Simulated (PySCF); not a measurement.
**Cr₂O: structure of the singlet**

Where does singlet Cr₂O go from a linear start, is the end point a minimum, and what are its modes, charges and moments?

The runs use PySCF 2.14.0; B3LYP, basis O def2-SVP, Cr def2-SVP, no relativity, density fitting.

## (1) The system as given

3 atoms, charge 0, spin multiplicity 1.

Bond lengths: O1–Cr2 1.850 Å, O1–Cr3 1.850 Å. Angles: Cr2–O1–Cr3 180.0°.

Coordinates in bohr (charge 0 multiplicity 1):
```
O     0.0000    0.0000    0.0000
Cr    0.0000    0.0000    3.4960
Cr    0.0000    0.0000   -3.4960
```

## (2) Linear start, singlet: relaxation

One driver script runs all steps and calls PySCF; scf.py shows how it sets up the SCF of each step. The optimiser is the driver's own. Before each start the driver seeks the lowest SCF state from one or more starting densities and follows internal instabilities, so scf.py alone need not reach the same state.

The program finds D∞h symmetry in the start, which this walk keeps.

Input file scf.py:

```python
from pyscf import gto, scf, dft
mol = gto.M(atom='''
O      0.000000     0.000000     0.000000
Cr     0.000000     0.000000     1.850000
Cr     0.000000     0.000000    -1.850000''',
    basis={'O': 'def2-SVP', 'Cr': 'def2-SVP'},
    charge=0, spin=0)
mf = dft.RKS(mol, xc='B3LYP')
mf.grids.atom_grid = (50, 194)
aux = {'O': 'def2-universal-JKFIT', 'Cr': 'def2-universal-JKFIT'}
mf = mf.density_fit(auxbasis=aux)
mf.kernel()
```

Energy and gradient, step by step:

| step | energy (Eh) | change (kJ/mol) | largest symmetric gradient (Eh/bohr) |
| --- | --- | --- | --- |
| 0 | -2163.567528 | 0.00 | 0.07061 |
| 1 | -2163.588653 | -55.46 | 0.03424 |
| 2 | -2163.591551 | -63.07 | 0.02205 |
| 3 | -2163.592759 | -66.24 | 0.00317 |
| 4 | -2163.592787 | -66.32 | 0.00026 |
| 5 | -2163.592788 | -66.32 | 0.00000 |

The walk took 5 s on 4 threads, shared host.

Geometry (Å) and forces (eV/Å) at some steps:

```
step 0
O    0.000   0.000   0.000   0.000   0.000  -0.002
Cr   0.000   0.000   1.850   0.000   0.000  -3.630
Cr   0.000   0.000  -1.850   0.000   0.000   3.632
step 1
O    0.000   0.000   0.000   0.000   0.000   0.000
Cr   0.000   0.000   1.747   0.000   0.000  -1.760
Cr   0.000   0.000  -1.747   0.000   0.000   1.761
step 3
O    0.000   0.000   0.000   0.000   0.000   0.000
Cr   0.000   0.000   1.692   0.000   0.000  -0.163
Cr   0.000   0.000  -1.692   0.000   0.000   0.163
step 5
O    0.000   0.000   0.000   0.000   0.000   0.000
Cr   0.000   0.000   1.687   0.000   0.000   0.000
Cr   0.000   0.000  -1.687   0.000   0.000   0.000
```

It settles in D∞h symmetry, 66.3 kJ/mol below the start, after 5 steps: O–Cr 1.687 Å (×2); Cr–O–Cr 180.0°.

## (3) Hessian and properties

On the finer grid the gradient is checked again; gradients at displacements of ±0.01 bohr then give force constants and infrared intensities.

scf.py: that of step 2 with these lines changed.

```diff
@@ -3,3 +3,3 @@
-O      0.000000     0.000000     0.000000
-Cr     0.000000     0.000000     1.850000
-Cr     0.000000     0.000000    -1.850000''',
+O     -0.000000    -0.000000     0.000000
+Cr    -0.000000     0.000000     1.686554
+Cr     0.000000    -0.000000    -1.686554''',
@@ -9 +9 @@
-mf.grids.atom_grid = (50, 194)
+mf.grids.atom_grid = (75, 302)
```

This SCF starts from the last density.

SCF at the final geometry, shortened:

```text
[... the frontier levels of the middle cycles are left out ...]
init E= -2163.59261897521
  HOMO = -0.158476572757099  LUMO = -0.0888759853833938  gap/eV = 1.89393
cycle= 1 E= -2163.59261897355  delta_E= 1.65e-09  |g|= 9.88e-05  |ddm|= 0.000123
  HOMO = -0.158471346970478  LUMO = -0.0888656933678315  gap/eV = 1.89407
cycle= 2 E= -2163.59261868581  delta_E= 2.88e-07  |g|= 0.00112  |ddm|= 0.000908
  HOMO = -0.15847231576784  LUMO = -0.0888675647890371  gap/eV = 1.89404
cycle= 3 E= -2163.59261897499  delta_E= -2.89e-07  |g|= 7.67e-05  |ddm|= 0.000852
cycle= 4 E= -2163.59261897646  delta_E= -1.47e-09  |g|= 8.63e-06  |ddm|= 8.21e-05
cycle= 5 E= -2163.59261897666  delta_E= -1.96e-10  |g|= 8.42e-06  |ddm|= 3.04e-05
cycle= 6 E= -2163.59261897873  delta_E= -2.07e-09  |g|= 7.61e-06  |ddm|= 0.000346
cycle= 7 E= -2163.59261898465  delta_E= -5.92e-09  |g|= 5.48e-06  |ddm|= 0.0014
cycle= 8 E= -2163.59261898492  delta_E= -2.76e-10  |g|= 5.4e-06  |ddm|= 6.89e-05
cycle= 9 E= -2163.5926189868  delta_E= -1.88e-09  |g|= 5.24e-06  |ddm|= 0.000464
cycle= 10 E= -2163.59261898774  delta_E= -9.4e-10  |g|= 5.11e-06  |ddm|= 0.000238
cycle= 11 E= -2163.59261898963  delta_E= -1.89e-09  |g|= 5.1e-06  |ddm|= 0.000477
cycle= 12 E= -2163.59261899382  delta_E= -4.2e-09  |g|= 5.05e-06  |ddm|= 0.00113
cycle= 13 E= -2163.59261900517  delta_E= -1.13e-08  |g|= 5.09e-06  |ddm|= 0.00393
cycle= 14 E= -2163.59261901079  delta_E= -5.61e-09  |g|= 1.01e-05  |ddm|= 0.00335
cycle= 15 E= -2163.59261901222  delta_E= -1.43e-09  |g|= 2e-06  |ddm|= 0.00168
cycle= 16 E= -2163.59261901265  delta_E= -4.28e-10  |g|= 1.31e-06  |ddm|= 0.00115
cycle= 17 E= -2163.59261901269  delta_E= -4.46e-11  |g|= 5.41e-07  |ddm|= 0.000427
  HOMO = -0.158475099515064  LUMO = -0.0888733470274178  gap/eV = 1.89396
Extra cycle  E= -2163.59261901269  delta_E= 1.82e-12  |g|= 1.41e-06  |ddm|= 2.02e-06
converged SCF energy = -2163.59261901269
```

The whole step took 13 s.

Geometry: D∞h; O–Cr 1.687 Å (×2); Cr–O–Cr 180.0°.

Modes, for the most abundant isotopes:

```csv
ω (cm⁻¹),IR (km/mol),μ (u)
199i,2.9,17.62
140,45.9,17.62
424,0.0,51.94
826,19.8,17.62
```

With 1 mode imaginary (up to 199i cm⁻¹) this point is a saddle.

The SCF density has lower symmetry than the nuclear frame, so the modes carry no labels; pairs that should be degenerate can split.

Properties at this point:

* Dipole moment: 0.00 D
* Highest occupied level: -4.31 eV
* Lowest empty level: -2.42 eV
* Rotational constants: 0.05705 cm⁻¹
* Zero-point energy (real modes): 8.3 kJ/mol
* Principal polarisabilities: 61.7, 104.0, 299.3 bohr³
* Atomisation energy without zero-point energy: -26 kJ/mol
* Principal traceless quadrupole moments about the centre of mass: -8.32, -4.99, 13.31 D Å

Charges (e) and bond orders:

```
 atom  Mulliken  Löwdin  polar tensor  Mayer order to O1
   O1     -0.60   -0.11         -0.38                  –
Cr2,3      0.30    0.06          0.19               1.15
```

Mulliken populations on O1: s 3.89, p 4.70, d 0.01.

## (4) Leaving the saddle point

The atoms are moved a little along the softest imaginary mode and relaxed again.

The program finds C2v symmetry in the start, which this walk keeps. The walk stops when the largest gradient is under 0.0003 Eh/bohr and the energy has settled too.

scf.py: that of step 3 with these lines changed.

```diff
@@ -3,3 +3,3 @@
-O     -0.000000    -0.000000     0.000000
-Cr    -0.000000     0.000000     1.686554
-Cr     0.000000    -0.000000    -1.686554''',
+O     -0.023339    -0.117708    -0.000000
+Cr     0.003594     0.018124     1.686554
+Cr     0.003594     0.018124    -1.686554''',
@@ -9 +9 @@
-mf.grids.atom_grid = (75, 302)
+mf.grids.atom_grid = (50, 194)
```

The optimiser's trace:

| step | energy (Eh) | change (kJ/mol) | largest symmetric gradient (Eh/bohr) |
| --- | --- | --- | --- |
| 0 | -2163.593309 | 0.00 | 0.00647 |
| 1 | -2163.593566 | -0.67 | 0.00386 |
| 2 | -2163.594688 | -3.62 | 0.00847 |
| 3 | -2163.599423 | -16.05 | 0.00261 |
| 4 | -2163.599422 | -16.05 | 0.00833 |
| 5 | -2163.599554 | -16.40 | 0.00449 |
| 6 | -2163.599587 | -16.48 | 0.00360 |
| 7 | -2163.599674 | -16.71 | 0.00027 |
| 8 | -2163.599675 | -16.71 | 0.00003 |

The walk took 10 s.

After 8 steps and 16.7 kJ/mol it ends at C2v: O–Cr 1.671 Å (×2); Cr–O–Cr 127.0°.

## (5) Frequencies

The same treatment as at the point before.

scf.py: that of step 4 with these lines changed.

```diff
@@ -3,3 +3,3 @@
-O     -0.023339    -0.117708    -0.000000
-Cr     0.003594     0.018124     1.686554
-Cr     0.003594     0.018124    -1.686554''',
+O     -0.125598    -0.633433     0.000000
+Cr     0.019339     0.097532     1.495365
+Cr     0.019339     0.097532    -1.495365''',
@@ -9 +9 @@
-mf.grids.atom_grid = (50, 194)
+mf.grids.atom_grid = (75, 302)
```

SCF at the final geometry, shortened:

```text
[... the frontier levels of the middle cycles are left out ...]
init E= -2163.59956367293
  HOMO = -0.154465438027504  LUMO = -0.084712665559763  gap/eV = 1.89807
cycle= 1 E= -2163.59956367228  delta_E= 6.49e-10  |g|= 7.84e-05  |ddm|= 0.000102
  HOMO = -0.154458817643259  LUMO = -0.0847065395382578  gap/eV = 1.89806
cycle= 2 E= -2163.59956350189  delta_E= 1.7e-07  |g|= 0.000899  |ddm|= 0.000673
  HOMO = -0.154460939427219  LUMO = -0.0847084703252996  gap/eV = 1.89806
cycle= 3 E= -2163.59956366984  delta_E= -1.68e-07  |g|= 0.000143  |ddm|= 0.000667
cycle= 4 E= -2163.59956367427  delta_E= -4.42e-09  |g|= 1.13e-05  |ddm|= 0.000116
cycle= 5 E= -2163.59956367445  delta_E= -1.82e-10  |g|= 9.09e-06  |ddm|= 2.45e-05
cycle= 6 E= -2163.59956367787  delta_E= -3.42e-09  |g|= 8.57e-06  |ddm|= 0.000493
cycle= 7 E= -2163.59956367931  delta_E= -1.44e-09  |g|= 8.39e-06  |ddm|= 0.000216
cycle= 8 E= -2163.59956368269  delta_E= -3.38e-09  |g|= 8.15e-06  |ddm|= 0.000514
cycle= 9 E= -2163.59956368434  delta_E= -1.65e-09  |g|= 8.02e-06  |ddm|= 0.000257
cycle= 10 E= -2163.59956368676  delta_E= -2.42e-09  |g|= 7.87e-06  |ddm|= 0.000381
cycle= 11 E= -2163.59956369581  delta_E= -9.05e-09  |g|= 7.29e-06  |ddm|= 0.00151
cycle= 12 E= -2163.59956370946  delta_E= -1.36e-08  |g|= 6.36e-06  |ddm|= 0.00267
cycle= 13 E= -2163.59956371802  delta_E= -8.55e-09  |g|= 7.96e-06  |ddm|= 0.00206
cycle= 14 E= -2163.59956371921  delta_E= -1.2e-09  |g|= 1.24e-05  |ddm|= 0.000326
cycle= 15 E= -2163.59956372573  delta_E= -6.52e-09  |g|= 6.65e-06  |ddm|= 0.00202
cycle= 16 E= -2163.59956373026  delta_E= -4.54e-09  |g|= 5.61e-06  |ddm|= 0.0019
cycle= 17 E= -2163.5995637341  delta_E= -3.83e-09  |g|= 2.48e-06  |ddm|= 0.00266
cycle= 18 E= -2163.59956373475  delta_E= -6.52e-10  |g|= 1.58e-06  |ddm|= 0.00098
cycle= 19 E= -2163.59956373497  delta_E= -2.26e-10  |g|= 7.85e-07  |ddm|= 0.000758
cycle= 20 E= -2163.59956373499  delta_E= -1.77e-11  |g|= 4.62e-07  |ddm|= 0.000258
  HOMO = -0.154464697903408  LUMO = -0.0847121104560737  gap/eV = 1.89806
Extra cycle  E= -2163.59956373499  delta_E= 2.27e-12  |g|= 1.27e-06  |ddm|= 2.87e-06
converged SCF energy = -2163.59956373499
```

The whole step took 15 s.

Geometry: C2v; O–Cr 1.671 Å (×2); Cr–O–Cr 127.0°.

Harmonic modes (main isotopes):

```csv
ω (cm⁻¹),IR (km/mol)
145,10.6
625,44.7
859,31.4
```

All wavenumbers are real: a minimum.

The SCF density has lower symmetry than the nuclear frame, so the modes carry no labels.

Properties at this point:

| Property | Result |
| --- | --- |
| Dipole moment | 1.33 D |
| Highest occupied level | -4.20 eV |
| Lowest empty level | -2.31 eV |
| Rotational constants | 2.19, 0.07257, 0.07024 cm⁻¹ |
| Zero-point energy | 9.7 kJ/mol |
| Principal polarisabilities | 68.2, 69.6, 254.8 bohr³ |
| Atomisation energy without zero-point energy | -8 kJ/mol |
| Principal traceless quadrupole moments about the centre of mass | -8.80, -5.29, 14.10 D Å |
| Entropy at 298.15 K and 1 bar | 279.1 J/(mol K) |
| Heat capacity Cp at 298.15 K | 47.7 J/(mol K) |
| Enthalpy at 298.15 K above 0 K | 12.18 kJ/mol |
| Rotational symmetry number | 2 |

Charges (e) and bond orders:

```csv
atom,Mulliken,Löwdin,polar tensor,Mayer order to O1
O1,-0.54,-0.07,-0.66,–
"Cr2,3",0.27,0.04,0.33,1.18
```

Mulliken populations on O1: s 3.90, p 4.63, d 0.01.

## (6) Would spin polarisation lower it?

At the lowest minimum the closed shell is tested against spin polarisation, on the (50, 194) grid. It is unstable: an open-shell solution lies lower. That solution was not followed to a minimum here.

## (7) All stationary points

| spin | group | bonds | imaginary modes (cm⁻¹) | ΔE (kJ/mol) | with zero-point energy |
| --- | --- | --- | --- | --- | --- |
| singlet | C2v (density of lower symmetry) | O–Cr 1.671 Å (×2) | none | 0.0 | 0.0 |
| singlet | D∞h (density of lower symmetry) | O–Cr 1.687 Å (×2) | 199i | 18.2 | – |

## (8) Outcome

```
                            quantity                                                            value
                             minimum  singlet, C2v (closed shell, unstable towards spin polarisation)
                            geometry                                O–Cr 1.671 Å (×2); Cr–O–Cr 127.0°
                  wavenumbers (cm⁻¹)                                                    145, 625, 859
                       dipole moment                                                           1.33 D
highest occupied, lowest empty level                                                  -4.20, -2.31 eV
           polar-tensor charge of O1                                                          -0.66 e
                   zero-point energy                                                       9.7 kJ/mol
```

In words: From D∞h at the start the molecule goes to a C2v minimum, after a stop at a saddle point 18.2 kJ/mol higher, from which it was pushed off along an imaginary mode. In the infrared the band at 625 cm⁻¹ leads. Other starts or spin states, not run here, may lie lower. The SCF density has lower symmetry than the nuclear frame. A stability analysis at the minimum finds the closed shell unstable towards spin polarisation: an open-shell solution lies lower, and these values are not those of the lowest state.

The search up to here took 61 s on 4 threads, shared host.
